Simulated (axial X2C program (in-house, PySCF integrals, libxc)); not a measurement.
**CaC⁺: bond curves with and without spin–orbit coupling**

What are the state, bond length, wavenumber and bond energy of CaC⁺, and what does spin–orbit coupling change?

Computed with an in-house X2C program for linear molecules on PySCF integrals. Level: all-electron X2C, Ca dyall-cv3z, C dyall-v3z.

All values are calculated.

**1. Set-up**

Contents of task.json:

```json
{
 "zs": [
  20,
  6
 ],
 "q": 1,
 "bas": [
  "dyall-cv3z",
  "dyall-v3z"
 ],
 "levels": [
  "PBE0",
  "HF",
  "PBE50"
 ],
 "cc": true,
 "r0": 2.14,
 "thr": -2.0,
 "nmax": 90,
 "npts": 10,
 "nst": 2,
 "ntry": 6
}
```

Keys: zs atomic numbers; q charge; bas basis sets; levels methods (HF also brings MP2); cc coupled cluster on or off; r0 starting distance in Å; thr threshold in hartree for freezing inner shells (an s shell follows its p shell); nmax most natural virtual spinors; npts points asked for on the curve; nst determinants followed; ntry starts of the search.

Launch:

```
> python so2c.py task.json out
```

Spin-free means the one-electron spin-free X2C Hamiltonian; two-component (2c) means X2C with spin–orbit coupling and atomic mean-field two-electron Coulomb and Gaunt terms. Basis: Ca dyall-cv3z contracted to [11s12p6d4f], C dyall-v3z contracted to [7s6p2d1f]; Gaussian nuclei, density fitting. Masses: Ca 39.963 u, C 12.000 u.

Notation: σ, π±, δ± give the projection m of an orbital's angular momentum (0, ±1, ±2), α and β its spin, Λ and M_S the sums; ω is the projection of a spinor's total angular momentum and Ω the sum. Logs are in hartree.

The results follow Hamiltonian by Hamiltonian and level by level.

**2. Search for the lowest determinant**

Determinants are compared with PBE0 at 2.140 Å.

Spin-free determinants:

```json
{"ΔE (eV)": "0.00", "state": "M_S = 3/2, Λ = 0", "open shells": "beyond closed shells: σα, π+α, π-α"}
{"ΔE (eV)": "0.74", "state": "M_S = 1/2, Λ = 0", "open shells": "beyond closed shells: σβ, π+α, π-α"}
{"ΔE (eV)": "1.45", "state": "M_S = 1/2, Λ = 0", "open shells": "beyond closed shells: σα, π+β, π-α"}
{"ΔE (eV)": "1.45", "state": "M_S = 1/2, Λ = 2", "open shells": "beyond closed shells: σα, π+α, π+β"}
{"ΔE (eV)": "1.93", "state": "M_S = 1/2, Λ = 1", "open shells": "beyond closed shells: π+α"}
{"ΔE (eV)": "2.21", "state": "M_S = 1/2, Λ = 1", "open shells": "beyond closed shells: π+α, π+β, π-α"}
{"ΔE (eV)": "3.39", "state": "M_S = 3/2, Λ = 1", "open shells": "beyond closed shells: 2 × σα, π+α"}
```

Two-component determinants:

```json
{"ΔE (eV)": "0.00", "state": "Ω = 3/2", "open shells": "excess of +ω over −ω: ω = 3/2"}
{"ΔE (eV)": "0.74", "state": "Ω = 1/2", "open shells": "excess of +ω over −ω: 2 × ω = -1/2, ω = 3/2"}
{"ΔE (eV)": "1.45", "state": "Ω = 1/2", "open shells": "excess of +ω over −ω: ω = 1/2"}
{"ΔE (eV)": "1.45", "state": "Ω = 5/2", "open shells": "excess of +ω over −ω: 2 × ω = 1/2, ω = 3/2"}
{"ΔE (eV)": "1.46", "state": "Ω = 1/2", "open shells": "excess of +ω over −ω: ω = 1/2"}
{"ΔE (eV)": "4.98", "state": "Ω = 9/2", "open shells": "excess of +ω over −ω: ω = 1/2, ω = 3/2, ω = 5/2"}
{"ΔE (eV)": "4.99", "state": "Ω = 5/2", "open shells": "excess of +ω over −ω: ω = 5/2"}
```

**3. PBE0, spin-free**

State followed: M_S = 3/2, Λ = 0 (beyond closed shells: σα, π+α, π-α). The scan is laid around 2.163 Å, a first estimate of the minimum, and this SCF restarts from the orbitals of the search.

The SCF at the reference distance of 2.163 Å:

```text
spin-free X2C-1e  PBE0
basis functions 147  fitting functions 598  grid points 5082
iter        total energy     max residual
   1       -717.758987279     5.53e-01
   2       -717.985006315     6.24e-03
   3       -717.985269634     3.68e-03
   4       -717.985416657     8.83e-04
   5       -717.985422855     8.04e-04
   6       -717.985431126     1.09e-04
   7       -717.985431222     4.15e-05
   8       -717.985431244     6.42e-06
   9       -717.985431245     2.46e-06
converged
one-electron -1035.33993444  Coulomb 329.34112805  exact exchange -10.13805823  xc functional -31.20652562  nuclear repulsion 29.35795900
```

Along the bond, energies from the lowest point:

| R (Å) | E (eV) | μ (D) | HOMO (eV) | LUMO (eV) | iterations |
| --- | --- | --- | --- | --- | --- |
| 1.882 | 0.6424 | -5.58 | -12.03 | -7.21 | 21 |
| 1.968 | 0.2741 | -5.99 | -11.95 | -7.00 | 17 |
| 2.033 | 0.1104 | -6.28 | -11.76 | -7.06 | 16 |
| 2.098 | 0.0240 | -6.57 | -11.54 | -7.13 | 13 |
| 2.163 | 0.0000 | -6.84 | -11.33 | -7.19 | 9 |
| 2.239 | 0.0339 | -7.15 | -11.11 | -7.27 | 13 |
| 2.314 | 0.1187 | -7.43 | -10.92 | -7.34 | 12 |
| 2.412 | 0.2806 | -7.77 | -10.69 | -7.44 | 12 |
| 2.531 | 0.5299 | -8.13 | -10.45 | -7.55 | 13 |
| 2.704 | 0.9368 | -8.52 | -10.19 | -7.68 | 14 |

Dipoles are positive if C is the positive end and refer to the centre of mass.

Outer orbitals at the reference distance:

```csv
symmetry,occupied,ε (eV),atomic character
σα,yes,-20.53,"71% C s, 10% Ca p, 10% Ca d"
σβ,yes,-16.35,"66% C s, 11% Ca d, 11% Ca p"
σα,yes,-11.71,"79% C p, 11% Ca d, 6% Ca s"
π-α,yes,-11.33,"77% C p, 16% Ca d, 4% Ca p"
π+α,yes,-11.33,"77% C p, 16% Ca d, 4% Ca p"
σα,no,-7.19,"71% Ca s, 12% Ca p, 11% Ca d"
σβ,no,-7.01,"65% Ca s, 16% Ca p, 14% C p"
π+β,no,-6.51,"51% Ca d, 44% C p, 3% Ca p"
π-β,no,-6.51,"51% Ca d, 44% C p, 3% Ca p"
```

PBE0 fields in the half plane through the axis: z from -2.4 to 4.5 Å across, distance from the axis 0.15 to 2.25 Å upwards; Ca lies at z = 0 and C at z = 2.163 Å; the ELF is damped to zero where the density is low.

log10 density (e/bohr³). Ten even steps from '0' (-5.46 ) to '9' (1.38 ):
```
000011111222333332221100
001111222233333333322110
011222333334444444332211
112233444444455554433221
122344555555555555543322
123345667665566666544322
223456777766666766554332
223456789876667876654332
```

ELF. Ten even steps from ' ' (0.00 ) to '@' (0.94 ):
```
                        ........                
                      ::--==----::....          
                      ::++****++++==--..        
              ..      ..++########**++--..      
          ..--++++--....++%%%%%%%%%%##**--..    
        ..==##%%@@%%==..++@@@@@@@@@@%%##++::    
      ..--##@@%%**%%%%::++@@%%++##@@@@%%**--..  
      ..==%%@@..%%..%%--++@@::@@..%%@@@@##==..  
```

Re = 2.159 Å, ωe = 592 cm⁻¹, ωexe = 2.81 cm⁻¹, Be = 0.3917 cm⁻¹, De = 2.67 eV, μ = -6.83 D.

**4. HF, spin-free**

Output at 2.163 Å:

```text
spin-free X2C-1e  HF
basis functions 147  fitting functions 598  grid points 5082
iter        total energy     max residual
   1       -717.193080300     1.72e-01
   2       -717.210881096     7.38e-03
   3       -717.212534868     1.26e-02
   4       -717.212838984     3.11e-03
   5       -717.212950515     1.88e-03
   6       -717.212978018     1.25e-03
   7       -717.212983576     2.24e-04
   8       -717.212984265     6.86e-05
   9       -717.212984372     5.31e-05
  10       -717.212984387     1.04e-05
  11       -717.212984389     2.50e-06
converged
one-electron -1034.70325438  Coulomb 328.73894909  exact exchange -40.60663809  xc functional 0.00000000  nuclear repulsion 29.35795900
```

Re = 2.215 Å, ωe = 595 cm⁻¹, ωexe = 2.52 cm⁻¹, Be = 0.3724 cm⁻¹, De = 1.55 eV, μ = -8.41 D.

**5. PBE50, spin-free**

The SCF at the reference distance of 2.163 Å:

```text
spin-free X2C-1e  PBE50
basis functions 147  fitting functions 598  grid points 5082
iter        total energy     max residual
   1       -718.029455555     5.86e-02
   2       -718.031672035     3.24e-03
   3       -718.031835963     7.42e-03
   4       -718.031897512     4.74e-04
   5       -718.031900658     2.74e-04
   6       -718.031901633     9.01e-05
   7       -718.031901676     1.83e-05
   8       -718.031901681     5.28e-06
converged
one-electron -1035.19086796  Coulomb 329.20745390  exact exchange -20.28956240  xc functional -21.11688421  nuclear repulsion 29.35795900
```

Re = 2.156 Å, ωe = 609 cm⁻¹, ωexe = 2.7 cm⁻¹, Be = 0.3929 cm⁻¹, De = 2.52 eV, μ = -7.32 D.

**6. Correlated methods, spin-free**

Correlated methods: 13 electrons correlated (frozen shells, counted by type: Ca 2 s, 1 p; C 1 s), 228 virtual spinors in MP2, 89 natural virtuals in coupled cluster.

Output of the correlated part at 2.163 Å:

```text
correlated 13  virtual 228  natural virtual 89  E(MP2) -0.342983161  MP2 remainder -0.011740064
iter   CCSD correlation   residual
   1     -0.357632593   9.04e-02
   2     -0.364832176   3.30e-02
   3     -0.365880581   1.46e-02
   4     -0.366002651   6.78e-03
   5     -0.366062870   1.93e-03
   6     -0.366077569   5.69e-04
   7     -0.366082928   2.10e-04
   8     -0.366083102   6.46e-05
   9     -0.366082736   1.82e-05
  10     -0.366082697   6.77e-06
  11     -0.366082688   2.13e-06
(T) -0.011270208  T1 0.0198  D1 0.0365  max T2 0.052
```

T1 in the output is the amplitude norm over the root of the electron number; divide by √2 for the Lee–Taylor value.

MP2: Re = 2.174 Å, ωe = 597 cm⁻¹, Be = 0.3865 cm⁻¹, De = 2.18 eV.

CCSD: Re = 2.185 Å, ωe = 589 cm⁻¹, ωexe = 2.75 cm⁻¹, Be = 0.3825 cm⁻¹, De = 2.06 eV. T1 at Re = 0.014 (Lee–Taylor, the printed value over √2).

CCSD(T): Re = 2.184 Å, ωe = 587 cm⁻¹, ωexe = 2.78 cm⁻¹, Be = 0.383 cm⁻¹, De = 2.11 eV. T1 at Re = 0.014 (Lee–Taylor, the printed value over √2).

**7. A higher determinant, spin-free**

State: M_S = 1/2, Λ = 0 (beyond closed shells: σβ, π+α, π-α).

Output at the reference distance:

```text
spin-free X2C-1e  PBE0
basis functions 147  fitting functions 598  grid points 5082
iter        total energy     max residual
   1       -717.730527526     5.70e-01
   2       -717.957613601     5.84e-03
   3       -717.957875036     3.26e-03
   4       -717.958032670     9.73e-04
   5       -717.958041921     9.05e-04
   6       -717.958050981     1.17e-04
   7       -717.958051093     4.31e-05
   8       -717.958051116     8.24e-06
   9       -717.958051117     2.36e-06
converged
one-electron -1035.27803496  Coulomb 329.27389564  exact exchange -10.12655279  xc functional -31.18531800  nuclear repulsion 29.35795900
```

| R (Å) | E above the lowest PBE0 point (eV) |
| --- | --- |
| 1.882 | 1.344 |
| 1.968 | 0.997 |
| 2.033 | 0.845 |
| 2.098 | 0.766 |
| 2.163 | 0.745 |
| 2.239 | 0.779 |
| 2.314 | 0.860 |
| 2.412 | 1.011 |
| 2.531 | 1.239 |

Re = 2.157 Å, ωe = 576 cm⁻¹, ωexe = 3.16 cm⁻¹, Be = 0.3928 cm⁻¹, μ = -6.73 D. ⟨S²⟩ = 1.76 against 0.75 for a pure state, so this determinant mixes spins. Te = 0.74 eV.

**8. The spin-free curves together**

Energy (eV) of the followed determinant, spin-free, from each level's lowest point:

| R (Å) | PBE0 | HF | MP2 | CCSD | CCSD(T) | PBE50 |
| --- | --- | --- | --- | --- | --- | --- |
| 1.882 | 0.642 | 0.986 | 0.732 | n/a | n/a | 0.657 |
| 1.968 | 0.274 | 0.485 | 0.326 | 0.358 | 0.350 | 0.278 |
| 2.033 | 0.110 | 0.242 | 0.141 | 0.161 | 0.157 | 0.110 |
| 2.098 | 0.024 | 0.090 | 0.037 | 0.047 | 0.045 | 0.022 |
| 2.163 | 0.000 | 0.014 | 0.000 | 0.000 | 0.000 | 0.000 |
| 2.239 | 0.034 | 0.000 | 0.023 | 0.013 | 0.014 | 0.039 |
| 2.314 | 0.119 | 0.050 | 0.100 | 0.081 | 0.083 | 0.131 |
| 2.412 | 0.281 | 0.182 | 0.258 | 0.228 | 0.229 | 0.305 |
| 2.531 | 0.530 | 0.414 | 0.508 | n/a | n/a | 0.573 |
| 2.704 | 0.937 | 0.818 | 0.923 | n/a | n/a | 1.008 |

**9. PBE0, 2c**

State followed: Ω = 3/2 (excess of +ω over −ω: ω = 3/2). The scan is laid around 2.163 Å, a first estimate of the minimum, and this SCF restarts from the orbitals of the search.

The SCF at the reference distance of 2.163 Å:

```text
two-component X2C + atomic mean field  PBE0
basis functions 147  fitting functions 598  grid points 5082
iter        total energy     max residual
   1       -717.622113228     4.59e-01
   2       -717.848908745     5.18e-03
   3       -717.849171840     3.57e-03
   4       -717.849316830     8.88e-04
   5       -717.849323343     7.05e-04
   6       -717.849331517     9.78e-05
   7       -717.849331618     3.67e-05
   8       -717.849331641     6.55e-06
   9       -717.849331641     2.55e-06
converged
one-electron -1034.98824525  Coulomb 329.25332441  exact exchange -10.13548721  xc functional -31.19859559  nuclear repulsion 29.35795900  atomic mean-field constant -0.13828700
```

Along the bond, energies from the lowest point:

| R (Å) | E (eV) | μ (D) | HOMO (eV) | LUMO (eV) | iterations |
| --- | --- | --- | --- | --- | --- |
| 1.882 | 0.6421 | -5.57 | -12.03 | -7.21 | 22 |
| 1.968 | 0.2739 | -5.98 | -11.95 | -7.00 | 17 |
| 2.033 | 0.1103 | -6.28 | -11.76 | -7.06 | 16 |
| 2.098 | 0.0240 | -6.56 | -11.54 | -7.13 | 13 |
| 2.163 | 0.0000 | -6.84 | -11.33 | -7.19 | 9 |
| 2.239 | 0.0340 | -7.14 | -11.11 | -7.27 | 13 |
| 2.314 | 0.1187 | -7.43 | -10.91 | -7.34 | 12 |
| 2.412 | 0.2807 | -7.77 | -10.69 | -7.44 | 12 |
| 2.531 | 0.5300 | -8.13 | -10.45 | -7.54 | 13 |
| 2.704 | 0.9370 | -8.52 | -10.19 | -7.68 | 14 |

Dipoles are positive if C is the positive end and refer to the centre of mass.

Outer spinors at the reference distance:

```
   ω  occupied  ε (eV)              atomic character  λ mixture
 1/2       yes  -20.53   71% C s, 10% Ca p, 10% Ca d     100% σ
-1/2       yes  -16.35   66% C s, 11% Ca d, 11% Ca p     100% σ
 1/2       yes  -11.71    79% C p, 11% Ca d, 6% Ca s     100% σ
-1/2       yes  -11.34    77% C p, 16% Ca d, 4% Ca p     100% π
 3/2       yes  -11.33    77% C p, 16% Ca d, 4% Ca p     100% π
 1/2        no   -7.19  71% Ca s, 12% Ca p, 12% Ca d     100% σ
-1/2        no   -7.01   65% Ca s, 16% Ca p, 15% C p     100% σ
 1/2        no   -6.52    51% Ca d, 44% C p, 3% Ca p     100% π
-3/2        no   -6.51    51% Ca d, 44% C p, 3% Ca p     100% π
```

PBE0 fields in the half plane through the axis: z from -2.4 to 4.5 Å across, distance from the axis 0.15 to 2.25 Å upwards; Ca lies at z = 0 and C at z = 2.163 Å; the ELF is damped to zero where the density is low.

log10 density (e/bohr³). Ten even steps from ' ' (-5.46 ) to '@' (1.38 ):
```
        ..........::::::----------::::::....    
    ........::::::::------------------::::....  
  ....::::::----------==============----::::....
....::::----==============++++++++====----::::..
..::::--====++++++++++++++++++++++++++==----::::
..::----==++****##****++++**********++====--::::
::::--==++**########**********##****++++==----::
::::--==++**##%%@@%%##******##%%##****++==----::
```

ELF. Ten even steps from '0' (0.00 ) to '9' (0.94 ):
```
000000000000111100000000
000000000002343321100000
000000000002566554310000
000000010001577776531000
000001355311588888763100
000014789841599999875200
000137986882598579986310
000148918183592918997410
```

Re = 2.159 Å, ωe = 592 cm⁻¹, ωexe = 2.81 cm⁻¹, Be = 0.3917 cm⁻¹, De = 2.68 eV, μ = -6.82 D.

**10. HF, 2c**

The SCF at the reference distance of 2.163 Å:

```text
two-component X2C + atomic mean field  HF
basis functions 147  fitting functions 598  grid points 5082
iter        total energy     max residual
   1       -717.057197670     1.72e-01
   2       -717.075008167     7.39e-03
   3       -717.076664694     1.27e-02
   4       -717.076969336     3.11e-03
   5       -717.077081099     1.89e-03
   6       -717.077108661     1.25e-03
   7       -717.077114235     2.24e-04
   8       -717.077114925     6.86e-05
   9       -717.077115032     5.32e-05
  10       -717.077115047     1.04e-05
  11       -717.077115049     2.53e-06
converged
one-electron -1034.35071844  Coulomb 328.65029082  exact exchange -40.59635943  xc functional 0.00000000  nuclear repulsion 29.35795900  atomic mean-field constant -0.13828700
```

Re = 2.215 Å, ωe = 595 cm⁻¹, ωexe = 2.52 cm⁻¹, Be = 0.3724 cm⁻¹, De = 1.55 eV, μ = -8.41 D.

**11. PBE50, 2c**

The SCF at the reference distance of 2.163 Å:

```text
two-component X2C + atomic mean field  PBE50
basis functions 147  fitting functions 598  grid points 5082
iter        total energy     max residual
   1       -717.893438167     5.86e-02
   2       -717.895654881     3.24e-03
   3       -717.895819282     7.44e-03
   4       -717.895880995     4.75e-04
   5       -717.895884148     2.75e-04
   6       -717.895885127     9.03e-05
   7       -717.895885170     1.83e-05
   8       -717.895885175     5.29e-06
converged
one-electron -1034.83888776  Coulomb 329.11935060  exact exchange -20.28441925  xc functional -21.11160076  nuclear repulsion 29.35795900  atomic mean-field constant -0.13828700
```

Re = 2.156 Å, ωe = 609 cm⁻¹, ωexe = 2.7 cm⁻¹, Be = 0.3929 cm⁻¹, De = 2.52 eV, μ = -7.31 D.

**12. Correlated methods, 2c**

Correlated methods: 13 electrons correlated (frozen shells, counted by type: Ca 2 s, 1 p; C 1 s), 228 virtual spinors in MP2, 90 natural virtuals in coupled cluster.

Output of the correlated part at 2.163 Å:

```text
correlated 13  virtual 228  natural virtual 90  E(MP2) -0.343096306  MP2 remainder -0.011433766
iter   CCSD correlation   residual
   1     -0.358009285   9.07e-02
   2     -0.365208010   3.34e-02
   3     -0.366299910   1.50e-02
   4     -0.366425335   6.97e-03
   5     -0.366487805   1.99e-03
   6     -0.366503055   5.96e-04
   7     -0.366508528   2.22e-04
   8     -0.366508672   6.80e-05
   9     -0.366508258   1.99e-05
  10     -0.366508208   7.85e-06
  11     -0.366508193   2.91e-06
(T) -0.011335960  T1 0.0204  D1 0.0402  max T2 0.052
```

MP2: Re = 2.174 Å, ωe = 597 cm⁻¹, Be = 0.3865 cm⁻¹, De = 2.18 eV.

CCSD: Re = 2.185 Å, ωe = 588 cm⁻¹, ωexe = 2.63 cm⁻¹, Be = 0.3826 cm⁻¹, De = 2.06 eV. T1 at Re = 0.015 (Lee–Taylor, the printed value over √2).

CCSD(T): Re = 2.184 Å, ωe = 587 cm⁻¹, ωexe = 2.79 cm⁻¹, Be = 0.383 cm⁻¹, De = 2.11 eV. T1 at Re = 0.015 (Lee–Taylor, the printed value over √2).

**13. A higher determinant, 2c**

State: Ω = 1/2 (excess of +ω over −ω: 2 × ω = -1/2, ω = 3/2).

Output at the reference distance:

```text
two-component X2C + atomic mean field  PBE0
basis functions 147  fitting functions 598  grid points 5082
iter        total energy     max residual
   1       -717.593659158     4.73e-01
   2       -717.821525290     4.85e-03
   3       -717.821787843     3.25e-03
   4       -717.821943255     9.76e-04
   5       -717.821952556     8.88e-04
   6       -717.821961548     1.03e-04
   7       -717.821961662     3.76e-05
   8       -717.821961685     8.16e-06
   9       -717.821961686     2.36e-06
converged
one-electron -1034.92653356  Coulomb 329.18629216  exact exchange -10.12398894  xc functional -31.17740333  nuclear repulsion 29.35795900  atomic mean-field constant -0.13828700
```

| R (Å) | E above the lowest PBE0 point (eV) |
| --- | --- |
| 1.882 | 1.343 |
| 1.968 | 0.997 |
| 2.033 | 0.844 |
| 2.098 | 0.765 |
| 2.163 | 0.745 |
| 2.239 | 0.779 |
| 2.314 | 0.860 |
| 2.412 | 1.011 |
| 2.531 | 1.239 |

Re = 2.156 Å, ωe = 576 cm⁻¹, ωexe = 3.16 cm⁻¹, Be = 0.3928 cm⁻¹, μ = -6.73 D. Te = 0.74 eV.

**14. The 2c curves together**

Energy (eV) of the followed determinant, 2c, from each level's lowest point:

| R (Å) | PBE0 | HF | MP2 | CCSD | CCSD(T) | PBE50 |
| --- | --- | --- | --- | --- | --- | --- |
| 1.882 | 0.642 | 0.986 | 0.732 | n/a | n/a | 0.657 |
| 1.968 | 0.274 | 0.485 | 0.326 | 0.357 | 0.350 | 0.278 |
| 2.033 | 0.110 | 0.242 | 0.141 | 0.160 | 0.157 | 0.110 |
| 2.098 | 0.024 | 0.090 | 0.037 | 0.046 | 0.045 | 0.022 |
| 2.163 | 0.000 | 0.014 | 0.000 | 0.000 | 0.000 | 0.000 |
| 2.239 | 0.034 | 0.000 | 0.023 | 0.013 | 0.014 | 0.039 |
| 2.314 | 0.119 | 0.050 | 0.100 | 0.081 | 0.083 | 0.131 |
| 2.412 | 0.281 | 0.182 | 0.258 | 0.228 | 0.229 | 0.305 |
| 2.531 | 0.530 | 0.414 | 0.508 | n/a | n/a | 0.573 |
| 2.704 | 0.937 | 0.818 | 0.923 | n/a | n/a | 1.008 |

Time for the job: 94 s (1 thread of Arm Neoverse V2, shared host); peak memory 0.78 GiB.

**15. Results**

Lowest determinant that the search found at its distance, spin-free: M_S = 3/2, Λ = 0 (beyond closed shells: σα, π+α, π-α).

Lowest determinant that the search found at its distance, 2c: Ω = 3/2 (excess of +ω over −ω: ω = 3/2).

| Hamiltonian | level | Re (Å) | ωe (cm⁻¹) | De (eV) | μ (D) |
| --- | --- | --- | --- | --- | --- |
| spin-free | PBE0 | 2.159 | 592 | 2.67 | -6.83 |
| spin-free | HF | 2.215 | 595 | 1.55 | -8.41 |
| spin-free | MP2 | 2.174 | 597 | 2.18 | n/a |
| spin-free | CCSD | 2.185 | 589 | 2.06 | n/a |
| spin-free | CCSD(T) | 2.184 | 587 | 2.11 | n/a |
| spin-free | PBE50 | 2.156 | 609 | 2.52 | -7.32 |
| 2c | PBE0 | 2.159 | 592 | 2.68 | -6.82 |
| 2c | HF | 2.215 | 595 | 1.55 | -8.41 |
| 2c | MP2 | 2.174 | 597 | 2.18 | n/a |
| 2c | CCSD | 2.185 | 588 | 2.06 | n/a |
| 2c | CCSD(T) | 2.184 | 587 | 2.11 | n/a |
| 2c | PBE50 | 2.156 | 609 | 2.52 | -7.31 |

Dipoles are positive if C is the positive end and refer to the centre of mass.

Time per point (s) on 1 thread of Arm Neoverse V2, shared host (2c runs; CCSD comes with the CCSD(T) run); the times are rough: PBE0 0.39, HF 0.19, MP2 0.36, CCSD(T) 4, PBE50 0.36.

**Reading.** At CCSD(T), going from spin-free to two-component changes Re by 0 mÅ, ωe by 0.0 %; the spin-free picture holds up (part of it comes from the scalar share of the two-electron terms). De moves by 0.00 eV; both De rest on single-determinant atoms, which can miss part of an open shell's spin–orbit lowering.

De refers to Ca+ + C, each in the lowest determinant found, which need not be this curve's own limit. The state is a single determinant with fixed occupations, the lowest that a limited PBE0 search found. De is counted from the lowest determinant-based energies of the atoms at the same level, without counterpoise correction. Density functionals use the spin component along the axis (collinear). Coupled cluster ran in a truncated set of natural virtual spinors; the MP2 energy of the rest was added. With several unpaired electrons one determinant need not be a pure state.
